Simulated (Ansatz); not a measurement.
# CH5SeSi: the cost of one run

Computed with the Python package of Ansatz 0.2.0. Level of theory: CCSD(T)/def2-SVP.

### Step 1. The system

Bond lengths: C1–Se2 1.895 Å, Se2–Si3 2.278 Å, C1–H4 1.050 Å, C1–H5 1.123 Å, C1–H6 1.183 Å, Si3–H7 1.527 Å, Si3–H8 1.407 Å. Angles: C1–Se2–Si3 89.8°, Se2–C1–H4 111.2°, Se2–C1–H5 113.6°, Se2–C1–H6 109.2°, H4–C1–H5 109.7°, H4–C1–H6 107.6°, H5–C1–H6 105.2°, Se2–Si3–H7 108.2°, Se2–Si3–H8 110.8°, H7–Si3–H8 109.0°.

The script holds or builds the structure itself.

### Step 2. The script

spin.py reads:

```python
"""Vertical spin-state energies of CH5SeSi."""

import warnings

import ansatz as az

BASIS = "def2-SVP"
METHOD = "CCSD(T)"


def main() -> None:
    warnings.simplefilter("ignore", az.DeckWarning)

    geometry_ang = [
        ("C", (-0.8083, 0.9683, -0.3301)),
        ("Se", (0.6877, 0.8725, 0.8291)),
        ("Si", (1.1411, -1.2234, 0.0592)),
        ("H", (-1.5143, 0.2259, -0.1016)),
        ("H", (-0.5374, 0.9122, -1.4188)),
        ("H", (-1.3375, 2.0179, -0.1956)),
        ("H", (2.3901, -1.7335, 0.7743)),
        ("H", (0.0707, -2.097, 0.3277)),
    ]
    molecule = az.Crystal.molecule()
    for symbol, xyz in geometry_ang:
        molecule = molecule.atom(symbol, xyz)

    job = (
        molecule.calculation()
        .basis(gaussian=BASIS)
        .correlation(METHOD, electrons="valence")
        .scf(lower_state_search="off")
    )
    found = {}
    for unpaired in [1, 3]:
        r = job.spin("collinear", total=unpaired).run(threads=1, backend="cpu").report
        s = unpaired / 2
        found[unpaired] = r["free_energy_ev"]
        print(f"2S+1 = {unpaired + 1}: E = {found[unpaired]:.5f} eV, <S^2> = {abs(r['mean_field']['state']['spin_squared']):.3f} (pure state {s * (s + 1):.2f})")
    lowest = min(found, key=found.get)
    for unpaired, e in found.items():
        print(f"multiplicity {unpaired + 1}: {96.485332 * (e - found[lowest]):.1f} kJ/mol above the lowest")


if __name__ == "__main__":
    main()
```

### Step 3. The input behind the calls

The package turns the script's settings into the engine's input (first run):

```yaml
crystal:
  periodic: [false, false, false]
  atoms:
    - { symbol: C, position_ang: [-0.8083, 0.9683, -0.3301] }
    - { symbol: Se, position_ang: [0.6877, 0.8725, 0.8291] }
    - { symbol: Si, position_ang: [1.1411, -1.2234, 0.0592] }
    - { symbol: H, position_ang: [-1.5143, 0.2259, -0.1016] }
    - { symbol: H, position_ang: [-0.5374, 0.9122, -1.4188] }
    - { symbol: H, position_ang: [-1.3375, 2.0179, -0.1956] }
    - { symbol: H, position_ang: [2.3901, -1.7335, 0.7743] }
    - { symbol: H, position_ang: [0.0707, -2.097, 0.3277] }
basis:
  gaussian:
    orbitals: def2-SVP
magnetization:
  spin_polarized: true
  initial_magnetization: 1.0
correlation:
  method: ccsd_t
  electrons: valence
scf:
  lower_state_search: "off"
```

### Step 4. The run

Started as:

```bash
python spin.py
```

Q: Estimate wall time and peak memory on 1 thread of Arm Neoverse V1, shared host.

About 63 s, with a peak of 0.62 GiB.
